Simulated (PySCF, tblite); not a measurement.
# C6H12BFS: geometry, infrared bands and NMR shifts

Wanted: the infrared bands and NMR shifts of C6H12BFS (`B[C@@H]1[C@H](CF)[C@@]1(C)SC`), by calculation.

Programs: tblite 0.8.0 and PySCF 2.14.0, with density-fitted response routines of our own. Each step states its level of theory. These are calculated values for one molecule in the gas phase, unless marked as measured. Atoms count from 0, in the outputs and in this text.

**1. The molecule as given**

21 atoms, charge 0, multiplicity 1; geometry from: force field or distance geometry start.

Bonds of the start (Å): B0–C1 1.57, C1–C2 1.51, C2–C3 1.51, C3–F4 1.38, C2–C5 1.51, C5–C6 1.50, C5–S7 1.82, S7–C8 1.81, C5–C1 1.50, B0–H9 1.19, B0–H10 1.19, C1–H11 1.10, C2–H12 1.10, C3–H13 1.10, C3–H14 1.11, C6–H15 1.12, C6–H16 1.10, C6–H17 1.12, C8–H18 1.11, C8–H19 1.11, C8–H20 1.10.

**2. Relaxing the molecule with GFN2-xTB**

Job settings and geometry (Å):

```
{"job": {"kind": "relax", "xc": "GFN2-xTB", "basis": "xTB"}, "charge": 0, "multiplicity": 1}
B     -2.043600     1.177600     1.024700
C     -1.102800     1.048800    -0.223500
C     -0.941200    -0.308400    -0.861300
C     -1.676700    -1.439300    -0.185700
F     -1.789600    -2.473400    -1.096300
C      0.210500     0.334700    -0.125000
C      0.696000    -0.281000     1.150800
S      1.549000     0.931100    -1.199000
C      3.114200     0.375500    -0.479400
H     -2.583800     2.218300     1.222000
H     -2.485100     0.232300     1.591500
H     -1.067100     1.960800    -0.843500
H     -0.851600    -0.346500    -1.961800
H     -2.697300    -1.129800     0.072300
H     -1.131700    -1.803600     0.715900
H      1.624300     0.251900     1.476600
H     -0.030900    -0.169200     1.975500
H      0.941400    -1.362000     0.965900
H      2.936500    -0.612000    -0.002100
H      3.479900     1.140700     0.237000
H      3.840700     0.270400    -1.300300
```

Started as:

```
$ OMP_NUM_THREADS=1 python probes_run.py task.json out
```

One launch serves the whole session: the jobs run in the order shown.

The program printed:

```text
step      E/eV     max force
  0    -765.18577    1.662
  1    -765.33233    0.677
  2    -765.40694    0.440
  3    -765.43483    0.404
  4    -765.46789    0.287
  5    -765.48333    0.283
  6    -765.50248    0.358
  7    -765.52338    0.422
  8    -765.54606    0.451
  9    -765.56467    0.292
 10    -765.58043    0.242
 11    -765.59415    0.263
 12    -765.60655    0.267
 13    -765.61718    0.219
 14    -765.62604    0.192
 15    -765.63370    0.182
 16    -765.63996    0.226
 17    -765.64427    0.184
 18    -765.64727    0.115
 19    -765.65005    0.112
 20    -765.65272    0.113
 21    -765.65486    0.109
 22    -765.65669    0.101
 23    -765.65868    0.101
 24    -765.66101    0.127
 25    -765.66316    0.104
 26    -765.66472    0.072
 27    -765.66589    0.071
 28    -765.66711    0.076
 29    -765.66863    0.105
 30    -765.67066    0.121
 31    -765.67321    0.127
 32    -765.67604    0.116
 33    -765.67877    0.143
 34    -765.68143    0.174
 35    -765.68462    0.180
 36    -765.68910    0.176
 37    -765.69468    0.185
 38    -765.69910    0.151
 39    -765.69563    0.305
 40    -765.70371    0.120
 41    -765.70522    0.104
 42    -765.70901    0.092
 43    -765.71079    0.098
 44    -765.71262    0.091
 45    -765.71397    0.097
 46    -765.71550    0.098
 47    -765.71785    0.140
 48    -765.72098    0.151
 49    -765.72273    0.105
 50    -765.72411    0.076
 51    -765.72549    0.116
 52    -765.72700    0.109
 53    -765.72901    0.109
 54    -765.73038    0.085
 55    -765.73203    0.087
 56    -765.73337    0.088
 57    -765.73479    0.112
 58    -765.73647    0.120
 59    -765.73833    0.100
 60    -765.73995    0.112
 61    -765.74112    0.108
 62    -765.74219    0.092
 63    -765.74368    0.079
 64    -765.74599    0.082
 65    -765.74796    0.095
 66    -765.74994    0.094
 67    -765.75140    0.090
 68    -765.75276    0.067
 69    -765.75421    0.082
 70    -765.75612    0.101
 71    -765.75842    0.105
 72    -765.76105    0.112
 73    -765.76403    0.142
 74    -765.76739    0.137
 75    -765.77039    0.191
 76    -765.77257    0.146
 77    -765.77476    0.113
 78    -765.77678    0.122
 79    -765.77876    0.131
 80    -765.78221    0.115
 81    -765.78897    0.166
 82    -765.79221    0.187
 83    -765.79413    0.179
 84    -765.79772    0.110
 85    -765.80216    0.102
 86    -765.80744    0.113
 87    -765.81167    0.159
 88    -765.81554    0.183
 89    -765.82045    0.162
 90    -765.82307    0.178
 91    -765.82502    0.078
 92    -765.82654    0.155
 93    -765.82787    0.087
 94    -765.82884    0.083
 95    -765.82954    0.084
 96    -765.83037    0.075
 97    -765.83118    0.074
 98    -765.83225    0.070
 99    -765.83315    0.067
100    -765.83375    0.061
101    -765.83424    0.046
102    -765.83478    0.055
103    -765.83542    0.060
104    -765.83600    0.056
105    -765.83641    0.048
106    -765.83672    0.042
107    -765.83711    0.043
108    -765.83754    0.047
109    -765.83796    0.047
110    -765.83837    0.045
111    -765.83885    0.051
112    -765.83931    0.040
113    -765.83965    0.033
114    -765.83985    0.027
115    -765.83999    0.025
116    -765.84014    0.025
117    -765.84031    0.033
118    -765.84049    0.039
119    -765.84073    0.043
120    -765.84107    0.044
121    -765.84155    0.043
122    -765.84203    0.052
123    -765.84265    0.055
124    -765.84346    0.060
125    -765.84435    0.061
126    -765.84492    0.054
127    -765.84543    0.050
128    -765.84571    0.039
129    -765.84598    0.027
130    -765.84619    0.026
131    -765.84640    0.027
132    -765.84651    0.024
133    -765.84664    0.018
134    -765.84674    0.017
135    -765.84683    0.016
136    -765.84690    0.016
137    -765.84695    0.013
138    -765.84700    0.018
139    -765.84704    0.019
140    -765.84708    0.017
141    -765.84713    0.017
142    -765.84718    0.015
143    -765.84724    0.021
144    -765.84732    0.021
145    -765.84739    0.017
146    -765.84747    0.019
147    -765.84753    0.016
148    -765.84758    0.020
149    -765.84763    0.016
150    -765.84766    0.009
```

Run time: 1.6 s. Hardware: 1 thread of Intel Xeon at 2.70GHz, shared host; peak memory 0.18 GiB.

The steps of the relaxation: (not every step is listed)

| step | energy from step 0 (eV) | largest force (eV/Å) |
| --- | --- | --- |
| 0 | 0.0000 | 1.6617 |
| 1 | -0.1466 | 0.6773 |
| 2 | -0.2212 | 0.4405 |
| 3 | -0.2491 | 0.4041 |
| 4 | -0.2821 | 0.2872 |
| 5 | -0.2976 | 0.2834 |
| 6 | -0.3167 | 0.3580 |
| 7 | -0.3376 | 0.4222 |
| 8 | -0.3603 | 0.4511 |
| 21 | -0.4691 | 0.1086 |
| 34 | -0.4957 | 0.1740 |
| 47 | -0.5321 | 0.1397 |
| 60 | -0.5542 | 0.1118 |
| 73 | -0.5783 | 0.1423 |
| 86 | -0.6217 | 0.1133 |
| 99 | -0.6474 | 0.0674 |
| 112 | -0.6535 | 0.0395 |
| 125 | -0.6586 | 0.0607 |
| 138 | -0.6612 | 0.0180 |
| 145 | -0.6616 | 0.0175 |
| 146 | -0.6617 | 0.0191 |
| 147 | -0.6618 | 0.0163 |
| 148 | -0.6618 | 0.0200 |
| 149 | -0.6619 | 0.0162 |
| 150 | -0.6619 | 0.0091 |

Distances of close pairs at the start and the end, largest changes first:

| bond | before (Å) | after (Å) | change (Å) |
| --- | --- | --- | --- |
| C6–H17 | 1.124 | 1.090 | -0.034 |
| C1–C5 | 1.498 | 1.531 | +0.032 |
| C6–H15 | 1.119 | 1.089 | -0.030 |
| B0–C1 | 1.568 | 1.541 | -0.027 |
| C8–H18 | 1.111 | 1.086 | -0.025 |
| C3–H14 | 1.115 | 1.091 | -0.024 |
| C8–H19 | 1.110 | 1.086 | -0.024 |
| C2–C5 | 1.511 | 1.487 | -0.024 |

The next job starts from the end point, and lists it.

**3. Harmonic vibrations with GFN2-xTB**

Job settings and geometry (Å):

```
{"job": {"kind": "ir", "xc": "GFN2-xTB", "basis": "xTB"}, "charge": 0, "multiplicity": 1}
B     -2.213201     1.288709     0.973937
C     -1.079969     1.158276    -0.062112
C     -0.652093    -0.167275    -0.693031
C     -1.315182    -1.471855    -0.342577
F     -0.475746    -2.514905    -0.679767
C      0.279495     0.522415     0.238408
C      0.631562    -0.020332     1.597733
S      1.669913     1.370755    -0.564925
C      2.704349    -0.069699    -0.970580
H     -2.871076     2.254422     0.970565
H     -2.444584     0.450267     1.755444
H     -0.987583     1.981293    -0.765012
H     -0.409343    -0.110153    -1.750144
H     -2.234621    -1.615840    -0.920661
H     -1.523335    -1.572424     0.723240
H      1.136883     0.749735     2.177964
H     -0.251676    -0.334931     2.143945
H      1.300976    -0.874348     1.496884
H      2.077993    -0.860526    -1.371887
H      3.232247    -0.408725    -0.084035
H      3.416068     0.262086    -1.719159
```

The program printed:

```text
mode    cm-1     km/mol
  1      48.4      8.77
  2      66.6      1.84
  3      91.4      4.43
  4     113.5      0.40
  5     134.1      0.30
  6     153.3      0.18
  7     195.0      2.36
  8     213.0      0.48
  9     237.3      0.10
 10     249.7      2.84
 11     315.3      2.24
 12     336.9      1.56
 13     413.8      3.23
 14     451.3      4.62
 15     477.4      1.42
 16     627.8      0.88
 17     726.0      7.50
 18     784.4      3.76
 19     824.8     40.77
 20     831.5     96.05
 21     886.7     24.39
 22     916.9     10.86
 23     944.8      0.54
 24     951.2     14.91
 25     991.4     12.69
 26    1009.6     44.49
 27    1016.4     43.75
 28    1046.9     11.56
 29    1087.2     51.00
 30    1100.5     14.01
 31    1112.9      3.72
 32    1168.8      8.42
 33    1201.3     23.21
 34    1222.4     72.43
 35    1282.4      9.07
 36    1313.9     20.35
 37    1316.6      2.31
 38    1323.0     46.81
 39    1404.1      7.80
 40    1432.6     27.54
 41    1438.9      1.48
 42    1445.3      7.10
 43    1456.2      3.64
 44    1482.4      4.08
 45    1487.5      2.52
 46    2644.4    118.64
 47    2676.5    127.45
 48    2937.6     31.30
 49    2995.3      8.96
 50    3012.3     14.19
 51    3020.5      9.79
 52    3027.1      8.88
 53    3029.9     34.94
 54    3030.6     20.05
 55    3036.7      4.56
 56    3060.9      2.04
 57    3062.2     22.44
```

Wall time 1.2 s (1 thread of Intel Xeon at 2.70GHz, shared host); peak memory 0.18 GiB.

Which atoms move in the most intense modes:

| cm⁻¹ | km/mol | atoms |
| --- | --- | --- |
| 832 | 96.0 | H10 25 %, H9 23 %, B0 18 % |
| 1010 | 44.5 | H11 23 %, C3 15 %, C1 14 %, F4 10 % |
| 1016 | 43.8 | C3 42 %, F4 26 % |
| 1087 | 51.0 | H17 22 %, H15 16 %, C5 15 %, C6 13 % |
| 1222 | 72.4 | H9 31 %, H10 25 %, B0 18 %, H11 11 % |
| 1323 | 46.8 | H11 30 %, H12 20 %, C1 19 % |
| 2644 | 118.6 | H10 72 %, H9 24 % |
| 2676 | 127.5 | H9 69 %, H10 21 %, B0 11 % |

**4. NMR shieldings: PBE0/pcSseg-1**

Same as in step 3 but for these lines:

```diff
@@ -1,2 +1,2 @@
-{"job": {"kind": "ir", "xc": "GFN2-xTB", "basis": "xTB"}, "charge": 0, "multiplicity": 1}
+{"job": {"kind": "nmr", "xc": "PBE0", "basis": "pcSseg-1"}, "charge": 0, "multiplicity": 1}
 B     -2.213201     1.288709     0.973937
```

Method: GIAO PBE0/pcSseg-1 NMR shielding, non-relativistic, gas phase.

The program printed:

```text
coarse grid: 17752 points
cycle   1  E = -757.9546391777  dE =  9.915e-01  |g| = 5.245e-01  |ddm| = 4.071e+00
cycle   2  E = -757.9398243422  dE =  1.481e-02  |g| = 6.569e-01  |ddm| = 9.308e-01
cycle   3  E = -758.0105462370  dE = -7.072e-02  |g| = 7.286e-02  |ddm| = 5.012e-01
cycle   4  E = -758.0113902151  dE = -8.440e-04  |g| = 3.091e-02  |ddm| = 8.904e-02
cycle   5  E = -758.0115930732  dE = -2.029e-04  |g| = 6.735e-03  |ddm| = 3.663e-02
cycle   6  E = -758.0116033482  dE = -1.027e-05  |g| = 2.597e-03  |ddm| = 1.044e-02
cycle   7  E = -758.0116047842  dE = -1.436e-06  |g| = 6.222e-04  |ddm| = 3.159e-03
final grid: 166272 points
cycle   8  E = -758.0738806463  dE = -8.305e-05  |g| = 1.075e-02  |ddm| = 5.651e-02
cycle   9  E = -758.0738633973  dE =  1.725e-05  |g| = 1.396e-02  |ddm| = 2.338e-02
cycle  10  E = -758.0739085133  dE = -4.512e-05  |g| = 1.499e-03  |ddm| = 1.464e-02
cycle  11  E = -758.0739089576  dE = -4.443e-07  |g| = 3.925e-04  |ddm| = 1.870e-03
cycle  12  E = -758.0739089890  dE = -3.144e-08  |g| = 1.139e-04  |ddm| = 5.098e-04
cycle  13  E = -758.0739089921  dE = -3.068e-09  |g| = 4.188e-05  |ddm| = 1.953e-04
cycle  14  E = -758.0739089925  dE = -4.004e-10  |g| = 8.399e-06  |ddm| = 5.418e-05
converged SCF energy = -758.0739089925

GIAO shielding tensors (ppm)
atom      isotropic    diamagn.    paramagn.     s11        s22        s33       span
  0 B       14.155     193.805    -179.650    -65.312    -26.695    134.472    199.784
  1 C      148.178     256.556    -108.378     92.208    169.759    182.567     90.359
  2 C      138.025     252.524    -114.500    114.867    132.684    166.523     51.656
  3 C      101.329     240.073    -138.744     62.480     85.227    156.281     93.801
  4 F      412.182     473.690     -61.508    381.976    390.038    464.532     82.556
  5 C      133.667     253.286    -119.619    102.634    131.199    167.167     64.533
  6 C      166.197     246.388     -80.191    145.818    163.862    188.911     43.094
  7 S      412.539    1057.716    -645.177    156.996    369.457    711.164    554.168
  8 C      165.620     251.686     -86.065    144.151    165.697    187.014     42.863
  9 H       23.724      29.855      -6.131     16.968     26.746     27.457     10.489
 10 H       24.322      30.714      -6.392     14.931     27.301     30.736     15.805
 11 H       29.571      33.483      -3.912     23.064     28.414     37.235     14.172
 12 H       29.317      32.901      -3.583     23.936     28.579     35.437     11.502
 13 H       26.575      27.889      -1.314     21.068     27.257     31.401     10.333
 14 H       26.864      30.218      -3.354     22.056     27.893     30.644      8.588
 15 H       29.833      29.942      -0.110     25.329     27.765     36.404     11.075
 16 H       29.881      31.600      -1.719     23.859     28.026     37.757     13.898
 17 H       29.623      31.333      -1.710     25.523     28.127     35.218      9.696
 18 H       29.513      32.046      -2.533     24.251     29.562     34.725     10.473
 19 H       28.994      30.531      -1.536     23.840     27.062     36.081     12.241
 20 H       29.684      29.009       0.676     24.634     26.256     38.163     13.530
```

Wall time 90 s (1 thread of Intel Xeon at 2.70GHz, shared host); peak memory 1 GiB.

The references, computed at this level on geometries of the same kind, shield at (ppm): ¹H TMS 31.72, ¹³C TMS 186.9, ¹⁹F CFCl3 170.9, ¹¹B BF3·OEt2 100.1, ³³S CS2 504. Their shielding less the atom's gives the shift. The references are single molecules in the gas phase, so shifts against H2O, NH3, PH3, H3PO4 or CFCl3 are not on the usual liquid scales and can be off by tens of ppm. Atoms listed in one row are averaged.

| atoms | environment | σ (ppm) | δ (ppm) | δ scaled to CDCl3 |
| --- | --- | --- | --- | --- |
| C3 | sp3 CH2 bonded to F | 101.3 | 85.6 | 81.6 |
| C5 | three-membered-ring carbon | 133.7 | 53.3 | 45.7 |
| C2 | three-membered-ring carbon | 138.0 | 48.9 | 45.8 |
| C1 | three-membered-ring carbon | 148.2 | 38.7 | 35.9 |
| C8 | methyl carbon bonded to S | 165.6 | 21.3 | 14.5 |
| C6 | methyl carbon | 166.2 | 20.7 | 18.3 |
| H9, H10 | hydrogen on a boron bonded to C | 24.02 | 7.69 | – |
| H13 | hydrogen on an sp3 CH2 bonded to F | 26.58 | 5.14 | 4.95 |
| H14 | hydrogen on an sp3 CH2 bonded to F | 26.86 | 4.85 | 4.68 |
| H12 | hydrogen on a three-membered-ring carbon | 29.32 | 2.40 | 2.37 |
| H18, H19, H20 | hydrogen on a methyl carbon bonded to S | 29.40 | 2.32 | 2.29 |
| H11 | hydrogen on a three-membered-ring carbon | 29.57 | 2.15 | 2.13 |
| H15, H16, H17 | hydrogen on a methyl carbon | 29.78 | 1.94 | 1.93 |
| B0 | boron bonded to C, 2 H | 14.2 | 85.9 | – |
| F4 | fluorine on an sp3 carbon | 412.2 | -241.2 | – |
| S7 | sulfide sulfur | 413 | 91 | – |

The scaled column applies a straight-line fit of computed shieldings to shifts measured in CDCl3, with any fitted terms for Cl, Br or S neighbours, and one for carbons that bear F (root-mean-square error 0.16 ppm for H, 1.9 ppm for C).

Charges from the same density, by scheme (e):

| atoms | Mulliken | IAO | Hirshfeld | ESP fit |
| --- | --- | --- | --- | --- |
| B0 | 0.20 | 0.03 | 0.15 | 0.35 |
| C1 | -0.31 | -0.28 | -0.11 | -0.24 |
| C2 | -0.19 | -0.13 | -0.04 | -0.17 |
| C3 | 0.27 | 0.04 | 0.03 | 0.16 |
| F4 | -0.35 | -0.33 | -0.13 | -0.26 |
| C5 | -0.52 | -0.04 | 0.02 | 0.34 |
| C6 | -0.10 | -0.42 | -0.12 | -0.44 |
| S7 | 0.03 | 0.08 | 0.01 | -0.25 |
| C8 | -0.37 | -0.51 | -0.12 | -0.35 |

Mayer bond orders: B0–C1 1.04, C1–C2 0.85, C2–C3 1.04, C3–F4 0.88, C2–C5 0.87, C5–C6 1.02, C5–S7 1.08, S7–C8 0.98, C5–C1 0.84.

Ring of atoms C1, C2, C5: NICS(0) -41.4, NICS(1) -6.4, NICS(1)zz -20.1 ppm (means of both faces).

In rings of three or four atoms NICS is ruled by the nearby σ bonds, so it says little on aromaticity.

Orbitals, density, ELF and potential are computed afterwards from the orbital file.

Frontier orbitals at PBE0/pcSseg-1, with the share of their density that lies nearest to each atom:

| orbital | energy (eV) | lies on |
| --- | --- | --- |
| HOMO | -6.51 | S7 75 % |
| LUMO | -1.66 | B0 49 %; H9, H10 about 13 % each |

ELF in a plane through or near 6 of the atoms.

Ten even steps from '0' (0.00) to '9' (1.00):
```
0000000000000000000000000000
0000000000000000000000000000
0000000000000000000000000000
0000000000100000000000000000
0000000157761000000011000000
0000000279982000000278610000
0000000279983111221589830000
0000000157566566672078730000
0000355578468268792915310000
0002788527336466576122100000
0001677256106875543211000000
0000123999304612510000000000
0000002999202468520000000000
0000000674000025899500000000
0000000000001113999920000000
0000000000002200999810000000
0000000000000000376100000000
0000000000000000000000000000
0000000000000000000000000000
0000000000000000000000000000
```
The map spans 12.7 Å across and 10.3 Å up, centred on the molecule. Atoms in the plane (x, y in Å): B0 (2.5, 0.9), C2 (0.4, -0.7), C5 (-0.2, 0.6), C8 (-2.9, 0.1), H13 (1.6, -2.4), H18 (-2.5, -0.9).

On the surface of density 0.002 e/bohr³ the electrostatic potential runs, from the 1st to the 99th percentile, from -0.97 V near S7 to 1.36 V near B0.

**5. Outcome**

```
                                                              quantity                                         value
                             strongest single infrared mode (GFN2-xTB)                         2676 cm⁻¹, 127 km/mol
                                          zero-point energy (GFN2-xTB)                                104.2 kcal/mol
                                ¹³C shifts against TMS (PBE0/pcSseg-1)        85.6, 53.3, 48.9, 38.7, 21.3, 20.7 ppm
¹H shifts against TMS (PBE0/pcSseg-1, means over atoms taken as alike)  7.69, 5.14, 4.85, 2.40, 2.32, 2.15, 1.94 ppm
                           ¹¹B shifts against BF3·OEt2 (PBE0/pcSseg-1)                                      85.9 ppm
                              ¹⁹F shifts against CFCl3 (PBE0/pcSseg-1)                                    -241.2 ppm
                                ³³S shifts against CS2 (PBE0/pcSseg-1)                                        91 ppm
                                 surface potential, 1st and 99th percentile                            -0.97 V and 1.36 V
```

Over 150 steps the energy fell by 0.662 eV; of the close pairs, C6–H17 changed most, 1.124 to 1.090 Å. No mode is imaginary among the 57: a minimum at this level. The strongest single mode, at 2676 cm⁻¹, moves mainly H9. Unscaled tight-binding wavenumbers are off by several per cent, some by more. Its intensities can rank the bands wrongly. At PBE0/pcSseg-1: Shielding is most anisotropic at S7 (span 554 ppm, paramagnetic term -645 ppm). At PBE0/pcSseg-1, counted by nearest atom on the grid, the HOMO lies on S7 75 %, the LUMO on B0 49 %; H9, H10 about 13 % each.
